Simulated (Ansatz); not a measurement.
# ClFH₄HfN₂: basis-set convergence

The task here is to estimate one member of a computed series from the others.

Computed with Ansatz 0.2.0, Gaussian basis. Level: one geometry, several basis sets.

Plan: PBE0-D4/def2-SVP; ωB97M-V/def2-SVP; PBE0-D4/def2-QZVPP; ωB97M-V/def2-QZVPP; the functionals' def2-TZVPP values are taken from earlier runs.

**The relaxed structure**

All runs share one geometry, relaxed beforehand with PBE0-D4 in a triple-zeta def2 set. Hf takes the def2 core potential; no spin-orbit term is included.

SMILES `[NH2][Hf]([NH2])([F])[Cl]`, 9 atoms, charge 0, spin multiplicity 1.

Atoms are counted from 1 here; the program's logs count them from 0.

Bond lengths: N1–Hf2 2.016 Å, N1–H6 1.011 Å, N1–H7 1.011 Å, Hf2–N3 2.021 Å, Hf2–F4 1.910 Å, Hf2–Cl5 2.372 Å, N3–H8 1.010 Å, N3–H9 1.011 Å. Angles: Hf2–N1–H6 126.2°, Hf2–N1–H7 124.9°, H6–N1–H7 108.7°, N1–Hf2–N3 106.0°, N1–Hf2–F4 109.9°, N1–Hf2–Cl5 110.7°, N3–Hf2–F4 109.0°, N3–Hf2–Cl5 109.3°, F4–Hf2–Cl5 111.8°, Hf2–N3–H8 125.9°, Hf2–N3–H9 125.2°, H8–N3–H9 108.9°.

Set-up of the first run:

in.yaml reads:

```yaml
crystal:
  periodic: [false, false, false]
  atoms:
    - {symbol: N, position_ang: [1.064993, 1.300011, -0.217226]}
    - {symbol: Hf, position_ang: [-0.305785, -0.125166, -0.609137]}
    - {symbol: N, position_ang: [-0.493851, -1.198467, 1.092664]}
    - {symbol: F, position_ang: [0.325351, -1.271078, -2.001179]}
    - {symbol: Cl, position_ang: [-2.397948, 0.850725, -1.154189]}
    - {symbol: H, position_ang: [2.029238, 1.299904, -0.520579]}
    - {symbol: H, position_ang: [0.869498, 2.179183, 0.242934]}
    - {symbol: H, position_ang: [-0.033420, -1.004160, 1.969815]}
    - {symbol: H, position_ang: [-1.058077, -2.030932, 1.196886]}
basis:
  gaussian: {orbitals: def2-SVP}
hamiltonian: {xc: pbe0, dispersion: d4}
output: {orbitals: {seedname: orbitals}}
```

Steps of the session up to this table: PBE0-D4 in def2-SVP; ωB97M-V in def2-SVP; PBE0-D4 in def2-QZVPP; ωB97M-V in def2-QZVPP.

One table of the session follows, with a row left open; its other results are not shown here.

It belongs to the step «Functionals by basis». 

```
functional       basis  HOMO (eV)
   PBE0-D4    def2-SVP      -7.55
   PBE0-D4  def2-TZVPP      -7.67
   PBE0-D4  def2-QZVPP          ?
   ωB97M-V    def2-SVP      -9.89
   ωB97M-V  def2-TZVPP     -10.02
   ωB97M-V  def2-QZVPP     -10.07
```

**Question.** Estimate the row for PBE0-D4, def2-QZVPP.

The run gave: HOMO (eV): -7.72. In the column «HOMO (eV)» it lies between ωB97M-V, def2-SVP (-9.89) and PBE0-D4, def2-TZVPP (-7.67).
